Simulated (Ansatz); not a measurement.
# CH7BO2Si: how energies converge with the basis set

Aim: see how fast density functionals converge with the basis set for CH7BO2Si.

Method: one geometry, several basis sets; program: Ansatz 0.2.0, Gaussian basis.

Plan: PBE0-D4/def2-SVP; ωB97M-V/def2-SVP; PBE0-D4/def2-QZVPP; ωB97M-V/def2-QZVPP; the functionals' def2-TZVPP values are taken from earlier runs.

## 1. Structure used throughout

An earlier PBE0-D4 in a triple-zeta def2 set relaxation fixed the geometry.

SMILES `COBO[SiH3]`, 12 atoms, charge 0, spin multiplicity 1.

Atoms are counted from 1 here; the program's logs count them from 0.

Bond lengths: C1–O2 1.410 Å, C1–H6 1.094 Å, C1–H7 1.092 Å, C1–H8 1.092 Å, O2–B3 1.354 Å, B3–O4 1.355 Å, B3–H9 1.200 Å, O4–Si5 1.655 Å, Si5–H10 1.485 Å, Si5–H11 1.485 Å, Si5–H12 1.482 Å. Angles: O2–C1–H6 111.5°, O2–C1–H7 109.1°, O2–C1–H8 109.2°, H6–C1–H7 109.2°, H6–C1–H8 109.2°, H7–C1–H8 108.7°, C1–O2–B3 122.0°, O2–B3–O4 118.8°, O2–B3–H9 121.2°, O4–B3–H9 119.9°, B3–O4–Si5 129.8°, O4–Si5–H10 110.7°, O4–Si5–H11 110.6°, O4–Si5–H12 106.4°, H10–Si5–H11 109.6°, H10–Si5–H12 109.7°, H11–Si5–H12 109.7°.

## 2. PBE0-D4 in def2-SVP

The input, in.yaml:

```yaml
crystal:
  periodic: [false, false, false]
  atoms:
    - {symbol: C, position_ang: [-1.243080, -0.089563, 1.810927]}
    - {symbol: O, position_ang: [-0.422472, 0.080781, 0.676437]}
    - {symbol: B, position_ang: [-0.146342, -0.939807, -0.169958]}
    - {symbol: O, position_ang: [0.648066, -0.703044, -1.242183]}
    - {symbol: Si, position_ang: [1.381800, 0.699228, -1.727755]}
    - {symbol: H, position_ang: [-1.592010, -1.122094, 1.901081]}
    - {symbol: H, position_ang: [-0.676182, 0.176612, 2.705375]}
    - {symbol: H, position_ang: [-2.106122, 0.574766, 1.731927]}
    - {symbol: H, position_ang: [-0.589902, -2.039433, 0.015261]}
    - {symbol: H, position_ang: [0.373322, 1.757588, -1.986063]}
    - {symbol: H, position_ang: [2.344558, 1.168717, -0.699795]}
    - {symbol: H, position_ang: [2.105265, 0.381049, -2.981352]}
basis:
  gaussian: {orbitals: def2-SVP}
hamiltonian: {xc: pbe0, dispersion: d4}
output: {orbitals: {seedname: orbitals}}
```

Command:

```
$ ansatz run in.yaml --threads 4 --pin off --events-out ev --progress --plain --max-ram 10444MiB
```

The runs that follow: ωB97M-V in def2-SVP; PBE0-D4 in def2-QZVPP; ωB97M-V in def2-QZVPP.

Before running them: what should the planned runs give, taken together? Wanted: PBE0-D4: double and triple zeta above quadruple; ωB97M-V: double and triple zeta above quadruple.

The runs gave:

| quantity | value |
| --- | --- |
| PBE0-D4: double and triple zeta above quadruple | 10.35, 0.63 eV |
| ωB97M-V: double and triple zeta above quadruple | 10.56, 0.59 eV |

**Reading.** For PBE0-D4 the step from double to triple zeta gains 9.73 eV and the next only 0.63 eV. Total energies overstate the basis error of differences, where much of it tends to cancel. The LUMO of ωB97M-V is positive and keeps falling with the basis (2.85 to 1.61 eV): an unbound level that the basis holds in place.
